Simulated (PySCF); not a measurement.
# One shape, several levels: CH3AlI2 (SMILES [CH3][Al]([I])[I])

Wanted: a comparison of 6 runs (HF/3-21G, HF/def2-SVP, wB97X/def2-SVP, SVWN5/def2-SVPD, r2SCAN/def2-TZVP, MP2/def2-TZVP) of CH3AlI2. Input form: a Python script.

The results are computed with PySCF 2.14.0.

### Step 1. Starting point

CH3AlI2 has 7 atoms, charge 0, and is taken as a singlet. As SMILES, `[CH3][Al]([I])[I]`. The coordinates come from a PBE0-D4/def2-TZVP relaxation.

Bond lengths: C1–Al2 1.935 Å, Al2–I3 2.469 Å, Al2–I4 2.469 Å, C1–H5 1.091 Å, C1–H6 1.094 Å, C1–H7 1.094 Å. Angles: C1–Al2–I3 120.8°, C1–Al2–I4 122.1°, I3–Al2–I4 117.1°, Al2–C1–H5 111.7°, Al2–C1–H6 110.1°, Al2–C1–H7 110.1°, H5–C1–H6 108.8°, H5–C1–H7 108.8°, H6–C1–H7 107.2°.

### Step 2. Energy and gradient at HF/3-21G (run 1)

Contents of start.xyz:

```xyz
7
CH3AlI2
C     -0.093400     1.015700    -0.064300
Al     0.082100    -0.908600     0.033500
I      1.969600    -1.947600     1.239700
I     -1.548200    -2.429000    -1.027200
H     -0.976500     1.311800    -0.633000
H     -0.164300     1.438700     0.941800
H      0.792000     1.451000    -0.536200
```

Contents of calc.py:

```python
from pyscf import gto

mol = gto.M(
    atom='start.xyz',
    max_memory=1860,
    verbose=4,
    basis='3-21g',
)

calc0 = mol.RHF()
calc0.conv_tol = 1e-10
calc0.kernel()
if not calc0.converged:
    calc0 = calc0.newton().run(calc0.mo_coeff, calc0.mo_occ)

energy = calc0.e_tot
print('E(%s) = %.9f' % ('HF', energy))
grad = calc0.nuc_grad_method().kernel()
calc0.analyze()
```

On the command line:

```
$ OMP_NUM_THREADS=1 python calc.py
```

What it wrote:

```text
PySCF version 2.14.0

[... 61 lines left out ...]
converged SCF energy = -14054.7236739289
[... 28 lines left out ...]
MO #6   energy= -168.281414700531  occ= 2
[... 11 lines left out ...]
MO #18  energy= -32.7005075903686  occ= 2
[... 11 lines left out ...]
MO #30  energy= -11.1698441410524  occ= 2
[... 11 lines left out ...]
MO #42  energy= -3.24763056733208  occ= 2
[... 11 lines left out ...]
MO #54  energy= -0.871745501560313 occ= 2
[... 11 lines left out ...]
MO #66  energy= 0.0797594003977611 occ= 0
[... 11 lines left out ...]
MO #78  energy= 0.588496219800153  occ= 0
[... 11 lines left out ...]
MO #90  energy= 1.94011163495464   occ= 0
[... 100 lines left out ...]
Dipole moment(X, Y, Z, Debye): -0.25493,  2.62241, -0.14327
```

It took 9.9 s on 1 thread of Intel Xeon at 2.70GHz, shared host; peak memory 0.18 GiB.

### Step 3. Energy and gradient at HF/def2-SVP (core potential) (run 2)

Contents of input.xyz:

```xyz
7
CH3AlI2
C     -0.093400     1.015700    -0.064300
Al     0.082100    -0.908600     0.033500
I      1.969600    -1.947600     1.239700
I     -1.548200    -2.429000    -1.027200
H     -0.976500     1.311800    -0.633000
H     -0.164300     1.438700     0.941800
H      0.792000     1.451000    -0.536200
```

Contents of run.py:

```python
import pyscf.grad
from pyscf import gto, scf

mol = gto.M(
    atom='input.xyz',
    basis='def2-svp',
    spin=0,
    ecp={'I': 'def2-svp'},
    max_memory=1860,
    verbose=3,
)

mf = scf.RHF(mol)
mf.conv_tol = 1e-10
mf.kernel()
if not mf.converged:
    mf = mf.newton().run(mf.mo_coeff, mf.mo_occ)

energy = mf.e_tot
print(f'total energy: {energy:.8f} hartree')
grad = mf.Gradients().kernel()
dip = mf.dip_moment()
pop, q = mf.mulliken_pop()
```

On the command line:

```
$ OMP_NUM_THREADS=1 python run.py
```

What it wrote:

```text
converged SCF energy = -874.874546210038
total energy: -874.87454621 hartree
[... 10 lines left out ...]
Dipole moment(X, Y, Z, Debye): -0.20254,  1.98287, -0.11461
[... 107 lines left out ...]
charge of    6H =      0.07376
```

Wall time 22 s (1 thread of Intel Xeon at 2.70GHz, shared host); peak memory 0.21 GiB.

Runs 3 to 4 aren't shown in full; the table further down has their settings and results.

### Step 4. Energy and gradient at r2SCAN/def2-TZVP (core potential) (run 5)

Contents of input.py:

```python
import pyscf.grad
from pyscf import gto, dft

molecule = gto.M(
    atom='''
C     -0.093400     1.015700    -0.064300
Al     0.082100    -0.908600     0.033500
I      1.969600    -1.947600     1.239700
I     -1.548200    -2.429000    -1.027200
H     -0.976500     1.311800    -0.633000
H     -0.164300     1.438700     0.941800
H      0.792000     1.451000    -0.536200
''',
    verbose=3,
    max_memory=1860,
    ecp={'I': 'def2-svp'},
    charge=0,
    basis='def2-tzvp',
)

ks = dft.RKS(molecule)
ks.xc = 'r2scan'
ks.grids.level = 5
ks.conv_tol = 1e-10
ks.kernel()
if not ks.converged:
    ks = ks.newton().run(ks.mo_coeff, ks.mo_occ)

etot = ks.e_tot
print('E = %.10f Eh' % etot)
grad = ks.Gradients().kernel()
dip = ks.dip_moment()
pop, q = ks.mulliken_pop()
```

On the command line:

```
$ OMP_NUM_THREADS=1 python input.py
```

What it wrote:

```text
converged SCF energy = -878.098409182154
[... 11 lines left out ...]
Dipole moment(X, Y, Z, Debye): -0.16918,  1.64720, -0.09579
[... 194 lines left out ...]
charge of    6H =      0.14081
```

It took 4.8 min on 1 thread of Intel Xeon at 2.70GHz, shared host; peak memory 2.7 GiB.

### Step 5. Energy and forces at MP2/def2-TZVP (core potential) (run 6)

Contents of job.py:

```python
import pyscf.grad
from pyscf import gto, mp

mol = gto.M(
    atom='''
C       -0.093400       1.015700      -0.064300
Al       0.082100      -0.908600       0.033500
I        1.969600      -1.947600       1.239700
I       -1.548200      -2.429000      -1.027200
H       -0.976500       1.311800      -0.633000
H       -0.164300       1.438700       0.941800
H        0.792000       1.451000      -0.536200
''',
    basis='def2-tzvp',
    verbose=4,
    ecp={'I': 'def2-svp'},
    max_memory=1860,
)

myscf = mol.RHF()
myscf.conv_tol = 1e-10
myscf.kernel()
if not myscf.converged:
    myscf = myscf.newton().run(myscf.mo_coeff, myscf.mo_occ)

pt = mp.MP2(myscf, frozen=14).run()
etot = pt.e_tot
print('E = %.10f Eh' % etot)
grad = pt.Gradients().kernel()
myscf.analyze()
```

On the command line:

```
$ OMP_NUM_THREADS=1 python job.py
```

What it wrote:

```text
PySCF version 2.14.0

[... 98 lines left out ...]
MO #3   energy= -7.73115462456814  occ= 2
[... 22 lines left out ...]
MO #26  energy= -0.898398759994528 occ= 2
[... 22 lines left out ...]
MO #49  energy= 0.256323914220974  occ= 0
[... 22 lines left out ...]
MO #72  energy= 0.63875501153749   occ= 0
[... 22 lines left out ...]
MO #95  energy= 1.13763333104685   occ= 0
[... 22 lines left out ...]
MO #118 energy= 1.69931047781469   occ= 0
[... 22 lines left out ...]
MO #141 energy= 2.86545438161139   occ= 0
[... 22 lines left out ...]
MO #164 energy= 3.87771532329711   occ= 0
[... 23 lines left out ...]
WARN: Weak orthogonality for localized orbitals 6.4765258269077544e-09
[... 197 lines left out ...]
Dipole moment(X, Y, Z, Debye): -0.18907,  1.78629, -0.10759
```

Wall time 5.7 min (1 thread of Intel Xeon at 2.70GHz, shared host); peak memory 2.6 GiB.

### Step 6. The series

| run | level | core potential | integration grid | energy (Eh) | dipole moment (D) of the reference | HOMO energy (eV) | LUMO energy (eV) | wall time |
| --- | --- | --- | --- | --- | --- | --- | --- | --- |
| 1 | HF/3-21G | – | – | -14054.723674 | 2.64 | -9.97 | 1.05 | 9.9 s |
| 2 | HF/def2-SVP (core potential) | def2-svp | – | -874.874546 | 2.00 | -10.02 | 1.34 | 22 s |
| 3 | wB97X/def2-SVP (core potential) | def2-svp | 5 | -877.844436 | 1.83 | -9.70 | 0.43 | 95 s |
| 4 | SVWN5/def2-SVPD (core potential) | def2-svp | 5 | -875.523428 | 1.68 | -6.64 | -2.47 | 98 s |
| 5 | r2SCAN/def2-TZVP (core potential) | def2-svp | 5 | -878.098409 | 1.66 | -6.79 | -1.92 | 4.8 min |
| 6 | MP2/def2-TZVP (core potential) | def2-svp | – | -876.252030 | 1.80 | -10.04 | 1.36 | 5.7 min |

### Step 7. Summary of results

```
                                           quantity          value
                                run 6: total energy  -876.25203 Eh
        run 6: dipole moment (Hartree–Fock density)         1.80 D
         run 6: HOMO energy (Hartree–Fock orbitals)      -10.04 eV
         run 6: LUMO energy (Hartree–Fock orbitals)        1.36 eV
       run 6: HOMO–LUMO gap (Hartree–Fock orbitals)       11.40 eV
run 6: correlation energy (14 core orbitals frozen)    -1231.0 mEh
                    run 6: largest force on an atom     0.169 eV/Å
```

**Reading.** Over runs 1, 2, 3, 4, 5 the dipole moment (its size) runs from 1.66 D (r2SCAN/def2-TZVP) to 2.64 D (HF/3-21G). The two ends differ in method and basis and core potential. Over runs 1, 2, 3, 4, 5 the HOMO–LUMO gap runs from 4.17 eV (SVWN5/def2-SVPD) to 11.36 eV (HF/def2-SVP). The two ends differ in method and basis. Totals of different functionals can't be ranked against each other. Some runs of one species differ in core potentials or relativity; totals across that change don't compare. In run 1 relativity is left out where basis or elements ask for it. All runs together took 14 min, the longest 5.7 min.
